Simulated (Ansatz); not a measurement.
# TaAl2: what a guessed cell relaxes into

Where does this trial cell of TaAl2 go when cell and atoms are let free?

Program: Ansatz 0.2.0. Level of theory: DFT PBE, scalar-relativistic, plane waves, PAW. These are calculated values, not measurements.

## (1) The structure to begin with

The structure is cubic, space group Fm-3m (No. 225). The conventional cell has a = 6.151 Å, b = 6.151 Å, c = 6.151 Å, α = 90.00°, β = 90.00°, γ = 90.00°. Ta (site symmetry m-3m) has 8 Al at 2.66 Å as nearest neighbours. Al (site symmetry -43m) is surrounded by 4 Ta at 2.66 Å.

Coordinates:

```cif
data_structure
_symmetry_space_group_name_H-M 'Fm-3m'
_symmetry_Int_Tables_number 225
_cell_length_a 6.1508
_cell_length_b 6.1508
_cell_length_c 6.1508
_cell_angle_alpha 90.000
_cell_angle_beta 90.000
_cell_angle_gamma 90.000
_cell_volume 232.70
loop_
_atom_site_label
_atom_site_type_symbol
_atom_site_symmetry_multiplicity
_atom_site_Wyckoff_symbol
_atom_site_fract_x
_atom_site_fract_y
_atom_site_fract_z
_atom_site_occupancy
Ta1 Ta 4 a 0.00000 0.00000 0.00000 1
Al1 Al 8 c 0.25000 0.25000 0.75000 1
```

The cell is invented: species swapped into a database cell of Mg2Ge (Fm-3m, No. 225), with Al on the Mg sites and Ta on the Ge sites. Lengths come from tabulated atomic sizes and are only a guess.

## (2) Probe: one point on a coarse mesh

input.yaml reads:

```yaml
crystal:
  lattice:
    - [0.0, 3.07541328, 3.07541328]
    - [3.07541328, 0.0, 3.07541328]
    - [3.07541328, 3.07541328, 0.0]
  atoms:
    - { symbol: Ta, position: [0.0, 0.0, 0.0] }
    - { symbol: Al, position: [0.75, 0.75, 0.75] }
    - { symbol: Al, position: [0.25, 0.25, 0.25] }
basis:
  ecutwfc: 420
kpoints:
  mp_grid: { grid: [6, 6, 6] }
hamiltonian:
  xc: pbe
scf:
  occupations: { method: gaussian, width: 0.1 }
  lower_state_search: "off"
output:
  forces: true
  stress: true
  eigenvalues: true
```

Command:

```sh
ansatz run input.yaml --threads 1 --pin off --max-ram 2560MiB --backend cpu --events-out ev --progress --plain --runs-dir out
```

The session goes on with these runs: rough relaxation on the coarse mesh; final relaxation.

**Question.** What will these runs give? Wanted: conventional cell; volume; energy over the elements; gap on the mesh.

As calculated:

| quantity | value |
| --- | --- |
| symmetry at the end (tolerance 0.05 Å) | space group Fm-3m (No. 225) |
| conventional cell | a = 6.269 Å, b = 6.269 Å, c = 6.269 Å, α = 90.00°, β = 90.00°, γ = 90.00° |
| volume | 20.54 Å³/atom |
| energy over the elements | +0.56 eV/atom |
| gap on the mesh | none (metal) |

**Reading.** The space group Fm-3m (No. 225) is kept, and the volume per atom grows by 5.9 % from the first guess. The formation energy is positive, so the separate elements lie lower. No finished test with a distortion of lower symmetry is shown, so the end may be a saddle point. Spin-orbit coupling is left out for Ta.
